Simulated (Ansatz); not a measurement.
**The hafnium atom (triplet): the correlation ladder, def2-TZVP**

How much of the correlation energy of the hafnium atom (triplet) does each wave-function method recover here?

Program: Ansatz 0.2.0, Gaussian basis. Level of theory: def2-TZVP, core rule «outside noble gas», up to 4 orbitals frozen. These are calculated values, not measurements.

Plan: UHF; CCSD(T) on ROHF; CCSD(T) on UHF; CISD; CCSDT(Q) on ROHF; CCSDT(Q) on UHF; CASSCF and MRCISD+Q, 4 electrons in 6 orbitals; CASSCF and MRCISD+Q(relaxed), 4 electrons in 6 orbitals; CASSCF and NEVPT4(SD), 4 electrons in 6 orbitals; CASSCF and NEVPT2, 4 electrons in 6 orbitals; Full CI.

### 1 The atom

A free atom, in its lowest state of this spin that the program finds. No spin-orbit coupling is included. Elements past krypton take def2 core potentials.

1 atom, charge 0, spin multiplicity 3.

### 2 UHF

The input, in.yaml:

```yaml
crystal:
  periodic: [false, false, false]
  atoms:
    - {symbol: Hf, position_ang: [0.000000, 0.000000, 0.000000]}
basis:
  gaussian: {orbitals: def2-TZVP}
magnetization: {spin_polarized: true, initial_magnetization: 2}
hamiltonian: {xc: hf}
output: {orbitals: {seedname: orbitals}}
```

Launch:

```console
$ ansatz run in.yaml --threads 1 --pin off --events-out ev --progress --plain --max-ram 2393MiB
```

The runs that follow: CCSD(T) on ROHF; CCSD(T) on UHF; CISD; CCSDT(Q) on ROHF; CCSDT(Q) on UHF; CASSCF and MRCISD+Q, 4 electrons in 6 orbitals; CASSCF and MRCISD+Q(relaxed), 4 electrons in 6 orbitals; CASSCF and NEVPT4(SD), 4 electrons in 6 orbitals; CASSCF and NEVPT2, 4 electrons in 6 orbitals; Full CI.

Before running them: what should the planned runs give, taken together? Wanted: FCI below the RHF energy; RMP2 from FCI; UMP2 from FCI; RCCSD from FCI; RCCSD(T) from FCI; UCCSD(T) from FCI; RCCSDT(Q) from FCI; UCCSDT(Q) from FCI; NEVPT2 valence from FCI.

**Answer**, as computed:

| quantity | value |
| --- | --- |
| FCI below the RHF energy | -1.6668 eV |
| RMP2 from FCI | +46.8 kJ/mol |
| UMP2 from FCI | +40.7 kJ/mol |
| RCCSD from FCI | +10.4 kJ/mol |
| RCCSD(T) from FCI | +3.6 kJ/mol |
| UCCSD(T) from FCI | -2.9 kJ/mol |
| RCCSDT(Q) from FCI | 0.0 kJ/mol |
| UCCSDT(Q) from FCI | -6.3 kJ/mol |
| NEVPT2 valence from FCI | +61.5 kJ/mol |
| NEVPT4(SD) valence from FCI | +19.3 kJ/mol |
| MRCISD+Q valence from FCI | -4.5 kJ/mol |
| levels within 1 kcal/mol (43 meV) | UCCSD, RCCSD(T), UCCSD(T), RCCSDT, RCCSDT(Q) |
| T1 diagnostic | 0.020 |
| effectively unpaired electrons | 2.12 |

What this shows: RCCSD(T) lands +3.6 kJ/mol from the yardstick (2.2 % of the correlation energy). CCSD(T) misses by +3.6 kJ/mol on the restricted determinant and by -2.9 kJ/mol on the unrestricted one; the two need not hold the same state or core. UCCSD(T), UCCSDT, UCCSDT(Q), MRCISD+Q valence, MRCISD+Q(relaxed) valence fall below full CI: unrestricted runs freeze a spin-polarised core, another one than full CI's, and coupled cluster isn't variational. One determinant dominates. Of the multireference levels listed MRCISD+Q valence comes nearest in total energy (-4.5 kJ/mol), which doesn't show that its space is the better one. These misses are within one basis, not against nature; the frozen cores of restricted and unrestricted runs differ, which can shift their rows.
